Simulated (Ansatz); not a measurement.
# CH5GaO: the cost of one run

Method: RKS PBE/def2-SVP, in Ansatz 0.2.0.

### 1 The starting structure

Bond lengths: Ga1–C2 2.304 Å, Ga1–O3 1.687 Å, Ga1–H4 1.761 Å, Ga1–H5 1.566 Å, C2–H6 1.095 Å, C2–H7 1.096 Å, C2–H8 1.095 Å. Angles: Ga1–C2–H6 103.6°, Ga1–C2–H7 103.8°, Ga1–C2–H8 128.8°, H6–C2–H7 107.5°, H6–C2–H8 105.8°, H7–C2–H8 106.0°, C2–Ga1–O3 81.1°, C2–Ga1–H4 37.5°, C2–Ga1–H5 128.7°, O3–Ga1–H4 43.6°, O3–Ga1–H5 150.2°, H4–Ga1–H5 166.2°.

Coordinates:

```xyz
8

Ga   -1.1258   -0.1344   -0.8131
C     0.6952    0.3290    0.5198
O    -0.6048   -1.7134   -0.5251
H     0.1768   -0.9042    0.0886
H    -2.1211    0.8660   -1.4930
H     0.2788    0.9538    1.3173
H     1.3217    0.9716   -0.1091
H     1.3792   -0.3684    1.0145
```

### 2 Pulling towards end A

Springs on the bonds that form and break draw the guess towards this end; the thresholds are loose.

Contents of input.yaml:

```yaml
crystal:
  periodic: [false, false, false]
  atoms:
    - { symbol: Ga, position_ang: [-1.1258, -0.1344, -0.8131] }
    - { symbol: C, position_ang: [0.6952, 0.329, 0.5198] }
    - { symbol: O, position_ang: [-0.6048, -1.7134, -0.5251] }
    - { symbol: H, position_ang: [0.1768, -0.9042, 0.0886] }
    - { symbol: H, position_ang: [-2.1211, 0.866, -1.493] }
    - { symbol: H, position_ang: [0.2788, 0.9538, 1.3173] }
    - { symbol: H, position_ang: [1.3217, 0.9716, -0.1091] }
    - { symbol: H, position_ang: [1.3792, -0.3684, 1.0145] }
basis:
  gaussian: { orbitals: def2-SVP }
hamiltonian:
  xc: pbe
relax:
  f_tol: 0.15
  max_steps: 25
  restrain:
    - { distance: [3, 1], at: 2.37, k: 30.0 }
    - { distance: [0, 1], at: 1.98, k: 30.0 }
    - { distance: [3, 2], at: 0.97, k: 30.0 }
output:
  orbitals: {}
```

The run is started by

```
$ ansatz run input.yaml --threads 2 --pin off --max-ram 3072MiB --backend cpu --events-out ev --progress --plain --runs-dir out
```

Q: Estimate wall time and peak memory on 2 threads of Arm Neoverse V1, shared host.

About 12 s, with a peak of 0.12 GiB.
